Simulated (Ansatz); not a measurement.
**PBE/aug-cc-pVDZ run of C4H2 (1,3-butadiyne)**

Aim: the electronic atomisation energy of C4H2 (1,3-butadiyne) at PBE/aug-cc-pVDZ, from 3 runs. 

The calculation is run with Ansatz 0.2.0.

43 further runs of the same task are left out: 16 that didn't finish, 27 set aside as unsound or not needed.

## (1) The system as given

The species is C4H2 (6 atoms), meant as a singlet with charge 0. SMILES: `C#CC#C`. The coordinates come from a PBE0-D4/def2-TZVP relaxation.

Bond lengths: C1–C2 1.205 Å, C2–C3 1.364 Å, C3–C4 1.205 Å, C1–H5 1.064 Å, C4–H6 1.064 Å. Angles: C1–C2–C3 180.0°, C2–C3–C4 180.0°, C2–C1–H5 180.0°, C3–C4–H6 180.0°.

## (2) A single-point energy at PBE/aug-cc-pVDZ

input.yaml

```yaml
crystal:
  periodic: [false, false, false]
  atoms:
    - {symbol: C, position_ang: [1.419140, -1.102190, 0.574700]}
    - {symbol: C, position_ang: [0.512970, -0.398530, 0.207720]}
    - {symbol: C, position_ang: [-0.513080, 0.398350, -0.207780]}
    - {symbol: C, position_ang: [-1.419150, 1.102170, -0.574710]}
    - {symbol: H, position_ang: [2.219890, -1.723930, 0.898960]}
    - {symbol: H, position_ang: [-2.219770, 1.724120, -0.898890]}
basis:
  gaussian: {orbitals: aug-cc-pVDZ}
hamiltonian: {xc: pbe}
accuracy: high
output: {orbitals: {seedname: orbitals}}
```

Started as:

```console
$ ansatz run input.yaml --threads 1 --pin off --max-ram 3480MiB --events-out events.jsonl --progress --plain --runs-dir runs
```

Log:

```text
Warning: RAYON_NUM_THREADS=1 ignored (pool sized by the plan → 1); use --threads N
Functional definition: PBE
  name "PBE"
  parameter kappa = 0.804
  parameter beta = 0.06672455060314922
  exchange = pbe_x(kappa = kappa, mu = beta*pi^2/3)
  correlation = pbe_c(beta = beta)
1790 factors; integrals over basis functions are off by at most 2.5e-9 eV
mean field evaluation 1: about -4162.6950 eV, gradient 5.3e1 eV
mean field evaluation 2: about -4154.0409 eV, gradient 7.6e1 eV
mean field evaluation 4: about -4171.3556 eV, gradient 5.4e0 eV
mean field evaluation 8: about -4171.4145 eV, gradient 1.7e-2 eV
mean field evaluation 16: about -4171.4145 eV, gradient 9.9e-7 eV
mean field -4171.41449774 eV, -153.2966553057 hartree, gradient 1.6e-8 eV, S^2 0.000000; 0 other end points of the search recorded, 0 dependent functions left out
reference -4171.41450490 eV, -153.2966555687 hartree; 13, 13 occupied and 97, 97 virtual orbitals, 1790 factors
Total energy: -4171.41450490 eV, -153.2966555687 hartree
```

Run time: 8.4 s. Hardware: 1 thread of Intel Xeon Platinum 8175M at 2.50GHz (Skylake/Cascade Lake), shared host; peak memory 0.26 GiB.

## (3) The C atom, same level

in.yaml

```yaml
crystal:
  periodic: [false, false, false]
  atoms:
    - {symbol: C, position_ang: [0.000000, 0.000000, 0.000000]}
basis:
  gaussian: {orbitals: aug-cc-pVDZ}
accuracy: high
magnetization: {spin_polarized: true, initial_magnetization: 2}
hamiltonian: {xc: pbe}
```

Started as:

```console
$ ansatz run in.yaml --threads 1 --pin off --max-ram 3480MiB --events-out events.jsonl --progress --plain --runs-dir runs
```

Log:

```text
Warning: RAYON_NUM_THREADS=1 ignored (pool sized by the plan → 1); use --threads N
Functional definition: PBE
  name "PBE"
  parameter kappa = 0.804
  parameter beta = 0.06672455060314922
  exchange = pbe_x(kappa = kappa, mu = beta*pi^2/3)
  correlation = pbe_c(beta = beta)
195 factors; integrals over basis functions are off by at most 2.5e-9 eV
mean field evaluation 1: about -1028.0592 eV, gradient 6.1e0 eV
mean field evaluation 2: about -1028.2023 eV, gradient 4.3e0 eV
mean field evaluation 4: about -1028.3490 eV, gradient 2.7e-1 eV
mean field evaluation 8: about -1028.3487 eV, gradient 3.2e-4 eV
mean field evaluation 16: about -1028.2340 eV, gradient 4.0e0 eV
mean field evaluation 32: about -1028.3487 eV, gradient 2.1e-8 eV
mean field evaluation 64: about -1028.3487 eV, gradient 7.6e-4 eV
mean field -1028.34871946 eV, -37.7911184004 hartree, gradient 6.2e-9 eV, S^2 2.002776; 8 other end points of the search recorded, 0 dependent functions left out
reference -1028.34872301 eV, -37.7911185307 hartree; 4, 2 occupied and 19, 21 virtual orbitals, 195 factors
Total energy: -1028.34872301 eV, -37.7911185307 hartree
```

Wall time 1.6 s (1 thread of Intel Xeon Platinum 8175M at 2.50GHz (Skylake/Cascade Lake), shared host).

## (4) The H atom

job.yaml

```yaml
basis:
  gaussian: {orbitals: aug-cc-pVDZ}
crystal:
  periodic: [false, false, false]
  atoms:
    - {symbol: H, position_ang: [0.000000, 0.000000, 0.000000]}
magnetization: {spin_polarized: true, initial_magnetization: 1}
hamiltonian: {xc: pbe}
accuracy: high
```

Run the same way, it converges to -0.49922 Eh (log not shown).

## (5) Outcome

Level: PBE/aug-cc-pVDZ.

| quantity | value |
| --- | --- |
| molecule: total energy | -153.29666 Eh |
| molecule: HOMO energy | -6.59 eV |
| molecule: LUMO energy | -1.82 eV |
| molecule: HOMO–LUMO gap | 4.77 eV |
| C atom: total energy | -37.79112 Eh |
| C atom: ⟨S²⟩ | 2.003 |
| H atom: total energy | -0.49922 Eh |
| H atom: ⟨S²⟩ | 0.750 |
| electronic atomisation energy | 30.850 eV |

What this shows: Taking the molecule apart into free atoms costs 30.85 eV (711 kcal/mol), before zero-point energy and without spin-orbit coupling.
